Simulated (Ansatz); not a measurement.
# Ti: further runs on the relaxed cell

The task here is to estimate one member of a computed series from the others.

Program: Ansatz 0.2.0. Level of theory: DFT PBEsol, scalar-relativistic, plane waves, PAW. These are calculated values, not measurements.

### The system as given

The structure is hexagonal, space group P6/mmm (No. 191). The conventional cell has a = 4.515 Å, b = 4.515 Å, c = 2.799 Å, α = 90.00°, β = 90.00°, γ = 120.00°. Ti (site symmetry 6/mmm) is surrounded by 14 Ti at 2.80 to 2.96 Å. Ti (site symmetry -6m2) is surrounded by 11 Ti at 2.61 to 2.96 Å.

Coordinates:

```
Ti
1.0
     4.51519    0.00000    0.00000
    -2.25759    3.91027    0.00000
     0.00000    0.00000    2.79884
Ti
3
Cartesian
  0.0000 0.0000 0.0000
  0.0000 2.6068 1.3994
  2.2576 1.3034 1.3994
```

This cell was relaxed beforehand with the same method: volume 16.47 Å³/atom, gap on the mesh none (metal).

Set-up of the first run:

Input file input.yaml:

```yaml
crystal:
  lattice:
    - [4.469576102, 0.0, 0.0]
    - [-2.234788051, 3.8707664485, 0.0]
    - [0.0, 0.0, 2.7705706779]
  atoms:
    - { symbol: Ti, position: [0.0, 0.0, 0.0] }
    - { symbol: Ti, position: [0.3333333333, 0.6666666667, 0.5] }
    - { symbol: Ti, position: [0.6666666667, 0.3333333333, 0.5] }
basis:
  ecutwfc: 420
kpoints:
  mp_grid: { grid: [12, 12, 14] }
hamiltonian:
  xc: pbesol
scf:
  occupations: { method: gaussian, width: 0.1 }
output:
  forces: true
  stress: true
  eigenvalues: true
relax:
  adjacent_minimum: "off"
  f_tol: 0.01
  max_steps: 30
  cell: { stress_tol: 0.1, fix: [volume] }
```

Run with:

```sh
$ ansatz run input.yaml --threads 1 --pin off --max-ram 2560MiB --backend cpu --events-out ev --progress --plain --runs-dir out
```

Steps of the session up to this table: Point at V/V0 = 0.97; Point at V/V0 = 1.03; Point at V/V0 = 0.94; Volume × 1.06; Point at V/V0 = 0.91; The cell scaled to 1.10 of its volume; Volume × 0.88.

One of the session's tables, all rows but one given; the rest of the session is left out.

It belongs to the step «Energy against volume». 

| volume (Å³/atom) | energy above the lowest point (meV/atom) | pressure (GPa) |
| --- | --- | --- |
| 14.495 | 107.2 | 19.10 |
| 14.989 | 57.4 | 13.31 |
| 15.483 | 24.3 | 8.25 |
| 15.978 | 5.8 | 3.84 |
| 16.472 | 0.0 | -0.01 |
| 16.966 | 5.3 | -3.37 |
| 17.460 | ? | ? |
| 18.119 | 53.4 | -9.63 |

Q: Estimate the row for volume (Å³/atom) = 17.460 from the others.

Worked estimate for «energy above the lowest point (meV/atom)». A straight line through the neighbours (16.966, 5.3) and (18.119, 53.4) gives 5.3 + (53.4 − 5.3) × (17.460 − 16.966) / (18.119 − 16.966) = 25.9; a parabola fitted to 3 rows on both sides gives 19.8.

As computed: energy above the lowest point (meV/atom): 20.4; pressure (GPa): -6.30. In «energy above the lowest point (meV/atom)» the line misses by +5.5 and the parabola by -0.6.
